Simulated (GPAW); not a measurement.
Ba2Tl5V3O12:

```
Ba V Tl O
1.0
     4.23698    2.44622    6.12840
    -4.23698    2.44622    6.12840
     0.00000   -4.89244    6.12840
Ba V Tl O
2 3 5 12
Direct
  0.50000 0.50000 0.50000
  0.00000 0.00000 0.00000
  0.50000 0.50000 0.00000
  0.00000 0.50000 0.50000
  0.50000 0.00000 0.50000
  0.00000 0.00000 0.50000
  0.50000 0.00000 0.00000
  0.00000 0.50000 0.00000
  0.74045 0.74045 0.74045
  0.25955 0.25955 0.25955
  0.71652 0.08089 0.41242
  0.41242 0.71652 0.08089
  0.08089 0.41242 0.71652
  0.58758 0.91911 0.28348
  0.91911 0.28348 0.58758
  0.28348 0.58758 0.91911
  0.28348 0.91911 0.58758
  0.58758 0.28348 0.91911
  0.91911 0.58758 0.28348
  0.41242 0.08089 0.71652
  0.08089 0.71652 0.41242
  0.71652 0.41242 0.08089
```

The cell was built by a generator and needn't be a form met in nature.

Base run:

```yaml
Program: GPAW 26.7.0
Functional: PBE
Potentials_or_basis: GPAW PAW data sets (gpaw-data 1.2.1)
Cutoff: 800 eV
Basis: pw
k_mesh: 3 × 3 × 3
Occupations: fermi-dirac, width 0.05 eV
Spin: collinear spin, ferromagnetic start
Starting_moments: "[0.0, 0.0, 2.0, 2.0, 2.0, 0.0, 0.0, 0.0, 0.0, 0.0, 0.0, 0.0, 0.0, 0.0, 0.0, 0.0, 0.0, 0.0, 0.0, 0.0, 0.0, 0.0] μB"
Hubbard_terms: V d U = 6 eV
```

Its results: pressure 3.6 GPa; net moment 1.64 μB per cell; site moments Ba -0.00; V +0.89; Tl -0.01; O -0.05 μB; largest force 1.322 eV/Å.

Problem. After a change of settings the same cell gave: pressure 2.1 GPa; net moment 1.36 μB per cell; site moments Ba -0.00; V +0.72; Tl -0.01; O -0.04 μB; largest force 0.861 eV/Å. Which change was it?
A. k mesh from 3 × 3 × 3 to 4 × 4 × 4; hubbard terms from V d U = 6 eV to none
B. hubbard terms from V d U = 6 eV to none; band points from 60 to 100
C. hubbard terms from V d U = 6 eV to none
D. hubbard terms from V d U = 6 eV to V d U = 4 eV

Solution. D.

Caveats: forces of over 1 eV/Å show positions far from the minimum, so gaps and moduli don't describe the material at rest (some runs).

Not every run made on this cell is shown here.
